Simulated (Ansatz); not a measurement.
# K3TaI6, space group Fm-3m: the D3 and D4 dispersion energy

Program: Ansatz 0.2.0, Python API.

The cells in order, each with its output:

```python
import ansatz as az
import numpy as np
```

```python
vectors0 = np.array([
    [0.0, 6.159667, 6.159667],
    [6.159667, 0.0, 6.159667],
    [6.159667, 6.159667, 0.0],
])
sites = [
    ('K', (0.75, 0.75, 0.75)),
    ('K', (0.25, 0.25, 0.25)),
    ('K', (0.0, 0.0, 0.0)),
    ('Ta', (0.5, 0.5, 0.5)),
    ('I', (0.729828, 0.729828, 0.270172)),
    ('I', (0.729828, 0.270172, 0.270172)),
    ('I', (0.270172, 0.270172, 0.729828)),
    ('I', (0.729828, 0.270172, 0.729828)),
    ('I', (0.270172, 0.729828, 0.270172)),
    ('I', (0.270172, 0.729828, 0.729828)),
]
```

```python
def crystal_on(cell):
    crystal = az.Crystal(lattice=az.Lattice.of(cell))
    for symbol, position in sites:
        crystal = crystal.atom(symbol, position)
    return crystal
```

```python
atoms = [(site[0], site[1]) for site in sites]
print('dispersion energy and pressure at linear scale factors', (0.98, 1.0, 1.02))
for functional in (az.Functional.PBE, az.Functional.REVPBE):
    for method in ('d3bj', 'd4'):
        damping = az.dispersion_damping(method=method, xc=functional)
        line = []
        for scale in (0.98, 1.0, 1.02):
            term = az.pairwise_dispersion(vectors=(vectors0 * scale).tolist(), atoms=atoms, damping=damping, periodic=(True, True, True))
            line.append(f'{term.energy_ev / len(atoms):.4f} eV/atom, {np.trace(term.stress_gpa) / 3:.2f} GPa')
        print(functional.value, method, '|', ' | '.join(line))
print('charges of the D4 model in the last cell:', np.round(term.partial_charges_e, 3))
```

    dispersion energy and pressure at linear scale factors (0.98, 1.0, 1.02)
    pbe d3bj | -0.2525 eV/atom, -0.96 GPa | -0.2370 eV/atom, -0.86 GPa | -0.2224 eV/atom, -0.77 GPa
    pbe d4 | -0.2268 eV/atom, -0.83 GPa | -0.2132 eV/atom, -0.75 GPa | -0.2004 eV/atom, -0.69 GPa
    revpbe d3bj | -0.4701 eV/atom, -1.76 GPa | -0.4414 eV/atom, -1.59 GPa | -0.4145 eV/atom, -1.43 GPa
    revpbe d4 | -0.3492 eV/atom, -1.34 GPa | -0.3272 eV/atom, -1.22 GPa | -0.3064 eV/atom, -1.11 GPa
    charges of the D4 model in the last cell: [ 0.919  0.919  0.831  0.776 -0.574 -0.574 -0.574 -0.574 -0.574 -0.574]

The structure comes from a database and needn't be a stable phase.
